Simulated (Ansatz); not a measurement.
# C2HClF2 (SMILES FC(F)=CCl): MP2/6-31G(d) (spherical functions)

Aim: the electronic atomisation energy of C2HClF2 at MP2/6-31G* (spherical functions), from 5 runs. 

Program for the calculation: Ansatz 0.2.0.

68 further runs of the same task are left out: 68 set aside as unsound or not needed.

### Step 1. The structure to begin with

C2HClF2: 6 atoms, total charge 0, spin state singlet. As SMILES, `FC(F)=CCl`. Geometry: relaxed at PBE0-D4/def2-TZVP.

Bond lengths: F1–C2 1.312 Å, C2–F3 1.305 Å, C2–C4 1.321 Å, C4–Cl5 1.706 Å, C4–H6 1.079 Å. Angles: F1–C2–F3 111.1°, F1–C2–C4 123.1°, F3–C2–C4 125.8°, C2–C4–Cl5 122.3°, C2–C4–H6 120.1°, Cl5–C4–H6 117.5°.

### Step 2. The energy at MP2/6-31G(d) (spherical functions)

input.yaml

```yaml
crystal:
  periodic: [false, false, false]
  atoms:
    - {symbol: F, position_ang: [0.901010, -0.810380, 1.342040]}
    - {symbol: C, position_ang: [0.267650, -0.562200, 0.220370]}
    - {symbol: F, position_ang: [0.192510, -1.632620, -0.522730]}
    - {symbol: C, position_ang: [-0.218360, 0.626770, -0.086550]}
    - {symbol: Cl, position_ang: [-1.039010, 0.926430, -1.552100]}
    - {symbol: H, position_ang: [-0.103800, 1.452000, 0.598970]}
basis:
  gaussian:
    orbitals: 6-31G_st_-spherical.json
correlation:
  method: mp2
  frozen_orbitals: {C: 1, Cl: 5, F: 1, H: 0}
accuracy: high
```

The basis set 6-31G* is read from a file made from the Basis Set Exchange's data (not shown).

The run is started by

```sh
ansatz run input.yaml --threads 1 --pin off --max-ram 3480MiB --events-out events.jsonl --progress --plain --runs-dir runs
```

Output:

```text
Warning: RAYON_NUM_THREADS=1 ignored (pool sized by the plan → 1); use --threads N
Functional definition: HF
  name "HF"
  exchange = exact_x
  correlation = 0
1683 factors; integrals over basis functions are off by at most 5.4e-9 eV
mean field evaluation 1: about -19987.9753 eV, gradient 3.1e1 eV
mean field evaluation 2: about -19988.0642 eV, gradient 3.1e1 eV
mean field evaluation 4: about -19990.1651 eV, gradient 3.1e0 eV
mean field evaluation 8: about -19990.1993 eV, gradient 2.6e-1 eV
mean field evaluation 16: about -19990.1996 eV, gradient 8.8e-9 eV
mean field -19990.19962529 eV, -734.6262863853 hartree, gradient 8.9e-9 eV, S^2 0.000000; 0 other end points of the search recorded, 0 dependent functions left out
9 core orbitals not correlated: weight in the atoms' cores, before any rotation towards them, 1.000 or more for the frozen orbitals, at most 0.000 for the correlated occupied ones
reference -19990.19962529 eV, -734.6262863853 hartree; 15, 15 occupied and 52, 52 virtual orbitals, 1683 factors
second order -19.36628931 eV of doubles, -0.00000000 eV of singles
Total energy: -20009.56591459 eV, -735.3379843903 hartree
```

Wall time 2.2 s (1 thread of Arm Neoverse V1, shared host); peak memory 0.19 GiB.

### Step 3. The C atom, same level

input.yaml

```yaml
crystal:
  periodic: [false, false, false]
  atoms:
    - {symbol: C, position_ang: [0.000000, 0.000000, 0.000000]}
basis:
  gaussian:
    orbitals: 6-31G_st_-spherical.json
magnetization:
  spin_polarized: true
  initial_magnetization: 2
correlation:
  method: mp2
  frozen_orbitals: {C: 1}
accuracy: high
```

The basis set 6-31G* is read from a file made from the Basis Set Exchange's data (not shown).

Run the same way, it converges to -37.73144 Eh (log not shown).

### Step 4. The Cl atom at the same level

run.yaml

```yaml
crystal:
  periodic: [false, false, false]
  atoms:
    - {symbol: Cl, position_ang: [0.000000, 0.000000, 0.000000]}
basis:
  gaussian: {orbitals: 6-31G_st_-spherical.json}
correlation: {method: mp2, frozen_orbitals: {Cl: 5}}
accuracy: high
magnetization: {spin_polarized: true, initial_magnetization: 1}
```

The basis set 6-31G* is read from a file made from the Basis Set Exchange's data (not shown).

Run the same way, it converges to -459.54926 Eh (log not shown).

### Step 5. The F atom at the same level

run.yaml

```yaml
crystal:
  periodic: [false, false, false]
  atoms:
    - {symbol: F, position_ang: [0.000000, 0.000000, 0.000000]}
basis:
  gaussian: {orbitals: 6-31G_st_-spherical.json}
accuracy: high
total_charge: 0
correlation: {method: mp2, frozen_orbitals: {F: 1}}
magnetization: {spin_polarized: true, initial_magnetization: 1}
```

The basis set 6-31G* is read from a file made from the Basis Set Exchange's data (not shown).

Run the same way, it converges to -99.48533 Eh (log not shown).

### Step 6. The H atom: the energy at UHF/6-31G(d) (spherical functions)

job.yaml

```yaml
crystal:
  periodic: [false, false, false]
  atoms:
    - {symbol: H, position_ang: [0.000000, 0.000000, 0.000000]}
basis:
  gaussian: {orbitals: "6-31G*"}
magnetization: {spin_polarized: true, initial_magnetization: 1}
hamiltonian: {xc: hf}
accuracy: high
```

The run is started by

```sh
ansatz run job.yaml --threads 1 --pin off --max-ram 3480MiB --events-out events.jsonl --progress --plain --runs-dir runs
```

Output:

```text
Warning: RAYON_NUM_THREADS=1 ignored (pool sized by the plan → 1); use --threads N
[... 4 set-up lines as earlier in the session ...]
3 factors; integrals over basis functions are off by at most 5.4e-10 eV
mean field evaluation 1: about -13.5385 eV, gradient 1.4e0 eV
mean field evaluation 2: about -13.5385 eV, gradient 1.4e0 eV
mean field evaluation 4: about -13.5577 eV, gradient 3.5e-5 eV
mean field evaluation 8: about -13.5576 eV, gradient 2.4e-12 eV
mean field -13.55760813 eV, -0.4982329092 hartree, gradient 4.4e-8 eV, S^2 0.750000; 0 other end points of the search recorded, 0 dependent functions left out
reference -13.55760813 eV, -0.4982329092 hartree; 1, 0 occupied and 1, 2 virtual orbitals, 3 factors
Total energy: -13.55760813 eV, -0.4982329092 hartree
```

Wall time 0.04 s (1 thread of Arm Neoverse V1, shared host).

### Step 7. What came out

Level: MP2/6-31G* (spherical functions), 9 core orbitals frozen.

| quantity | value |
| --- | --- |
| molecule: total energy | -735.33798 Eh |
| molecule: correlation energy (9 core orbitals frozen) | -711.7 mEh |
| C atom: total energy | -37.73144 Eh |
| C atom: correlation energy (1 core orbital frozen) | -50.9 mEh |
| C atom: ⟨S²⟩ of the reference determinant | 2.005 |
| Cl atom: total energy | -459.54926 Eh |
| Cl atom: correlation energy (5 core orbitals frozen) | -102.8 mEh |
| Cl atom: ⟨S²⟩ of the reference determinant | 0.755 |
| F atom: total energy | -99.48533 Eh |
| F atom: correlation energy (1 core orbital frozen) | -121.9 mEh |
| F atom: ⟨S²⟩ of the reference determinant | 0.753 |
| H atom: total energy | -0.49823 Eh |
| H atom: ⟨S²⟩ | 0.750 |
| electronic atomisation energy | 23.319 eV |

**Reading.** Taking the molecule apart into free atoms costs 23.32 eV (2250 kJ/mol), before zero-point energy and without spin-orbit coupling.
